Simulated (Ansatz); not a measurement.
**Co: a surface, (10-10), 4 layers**

What do the surfaces of Co (10-10), 4 layers cost, and how tightly do they hold an electron? Methods of the runs shown: PAW. Its runs: bulk cell relaxed (PAW); bulk in the slab's orientation (PAW); the reference run (PAW); atoms relaxed (PAW); vacuum of 22 Å (PAW); no images along the normal (PAW).

Computed with Ansatz 0.2.0 (DFT, PBE, PAW with Ansatz's default frozen-core files, scalar-relativistic, unless a step's input says otherwise).

1 further run of the same task is left out (it didn't finish).

## 1. The system as given

Symmetry: P6_3/mmc, No. 194, hexagonal system. The conventional cell has a = 2.491 Å, b = 2.491 Å, c = 4.036 Å, α = 90.00°, β = 90.00°, γ = 120.00°. Co (site symmetry -6m2) has 12 Co at 2.48 to 2.49 Å as nearest neighbours.

Coordinates:

```
CELL_PARAMETERS angstrom
2.49110 0.00000 0.00000
-1.24555 2.15736 0.00000
0.00000 0.00000 4.03558
ATOMIC_POSITIONS crystal
Co 0.33333 0.66667 0.25000
Co 0.66667 0.33333 0.75000
```

Atoms are numbered in the order of the input: Co1, Co2.

## 2. Bulk cell relaxed, PAW

File input.yaml:

```yaml
crystal:
  lattice:
    - [2.4911007134, 0.0, 0.0]
    - [-1.2455503567, 2.1573565012, 0.0]
    - [0.0, 0.0, 4.0355831558]
  atoms:
    - { symbol: Co, position: [0.3333333333, 0.6666666667, 0.25], spin: 1.7 }
    - { symbol: Co, position: [0.6666666667, 0.3333333333, 0.75], spin: 1.7 }
magnetization:
  spin_polarized: true
kpoints:
  mp_grid: { grid: [20, 20, 11] }
scf:
  occupations: { method: fermi_dirac, width: 0.1 }
hamiltonian:
  xc: pbe
  pseudopotentials: { kind: paw }
output:
  forces: true
  stress: true
relax:
  f_tol: 0.005
  max_steps: 40
  cell: {}
```

Run with:

```console
$ ansatz run input.yaml --threads 2 --pin off --max-ram 6144MiB --backend cpu --events-out ev --progress --plain --runs-dir out
```

The runs that follow: Bulk in the slab's orientation, PAW; Slab as cut, PAW; Atoms relaxed, PAW; Vacuum of 22 Å, PAW; No images along the normal, PAW.

Q: Predict the outcome of this session. Wanted: surface energy; work function; outer layer spacing.

The runs gave:

```
                     quantity          value
surface energy (PAW, relaxed)      2.26 J/m²
 work function (PAW, relaxed)        4.76 eV
    outer layer spacing (PAW)  0.72 → 0.56 Å
```

**Reading.** By PAW the surface costs 2.31 J/m² as cut and 2.26 J/m² relaxed. The outermost spacing changes by -21.6 % (PAW). Vacuum of 22 Å moves the work function by less than 0.01 eV (PAW). Thickness wasn't converged, and no reconstruction was sought. Other magnetic orders may lie lower; this is the state that the run reached.
